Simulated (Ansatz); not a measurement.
# Sc4Te: one candidate of a structure search

The task: take a trial cell of Sc4Te to zero force and stress.

Method: DFT PBE, scalar-relativistic, plane waves, PAW, in Ansatz 0.2.0.

1 further run of the same task is left out (it didn't finish).

## Step 1: The starting structure

Symmetry: Im-3m, No. 229, cubic system. Conventional cell: a = 6.023 Å, b = 6.023 Å, c = 6.023 Å, α = 90.00°, β = 90.00°, γ = 90.00°. Around Sc (site symmetry -3m) lie 2 Te at 2.61 Å. Te (site symmetry m-3m) is surrounded by 8 Sc at 2.61 Å.

Coordinates:

```cif
data_structure
_symmetry_space_group_name_H-M 'P 1'
_symmetry_Int_Tables_number 1
_cell_length_a 5.2164
_cell_length_b 5.2164
_cell_length_c 5.2164
_cell_angle_alpha 109.471
_cell_angle_beta 109.471
_cell_angle_gamma 109.471
_cell_volume 109.27
loop_
_atom_site_label
_atom_site_type_symbol
_atom_site_fract_x
_atom_site_fract_y
_atom_site_fract_z
_atom_site_occupancy
Sc1 Sc 0.00000 0.00000 0.50000 1
Sc2 Sc 0.50000 0.00000 0.00000 1
Sc3 Sc 0.00000 0.50000 0.00000 1
Sc4 Sc 0.50000 0.50000 0.50000 1
Te1 Te 0.00000 0.00000 0.00000 1
```

Recipe of the guess: species swapped into a database cell of Hg4Pt (Im-3m, No. 229), with Sc on the Hg sites and Te on the Pt sites. Lengths come from tabulated atomic sizes and are only a guess.

## Step 2: Probe: one point on a coarse mesh

input.yaml

```yaml
crystal:
  lattice:
    - [-3.01168137, 3.01168137, 3.01168137]
    - [3.01168137, -3.01168137, 3.01168137]
    - [3.01168137, 3.01168137, -3.01168137]
  atoms:
    - { symbol: Sc, position: [0.0, 0.0, 0.5] }
    - { symbol: Sc, position: [0.5, 0.0, 0.0] }
    - { symbol: Sc, position: [0.0, 0.5, 0.0] }
    - { symbol: Sc, position: [0.5, 0.5, 0.5] }
    - { symbol: Te, position: [0.0, 0.0, 0.0] }
basis:
  ecutwfc: 420
kpoints:
  mp_grid: { grid: [4, 4, 4] }
hamiltonian:
  xc: pbe
scf:
  occupations: { method: gaussian, width: 0.1 }
  lower_state_search: "off"
output:
  forces: true
  stress: true
  eigenvalues: true
```

Launch:

```bash
$ ansatz run input.yaml --threads 1 --pin off --max-ram 2560MiB --backend cpu --events-out ev --progress --plain --runs-dir out
```

The session goes on with these runs: rough relaxation on the coarse mesh; spin check on a coarse mesh; relaxation on the finer mesh.

Before running it: what results should come out? Wanted: conventional cell; volume; energy over the elements; gap on the mesh; total moment.

As calculated:

```
                              quantity                                                                      value
symmetry at the end (tolerance 0.05 Å)                                                space group Im-3m (No. 229)
                     conventional cell  a = 6.620 Å, b = 6.620 Å, c = 6.620 Å, α = 90.00°, β = 90.00°, γ = 90.00°
                                volume                                                              29.01 Å³/atom
              energy over the elements                                                              +0.16 eV/atom
                       gap on the mesh                                                               none (metal)
                          total moment                                                               4.18 μB/cell
```

What this shows: The space group Im-3m (No. 229) is kept, and the volume per atom grows by 32.7 % from the first guess. The formation energy is positive, so the separate elements lie lower. No finished test with a distortion of lower symmetry is shown, so the end may be a saddle point. Spin-orbit coupling is left out for Te. Other magnetic orders were not searched.
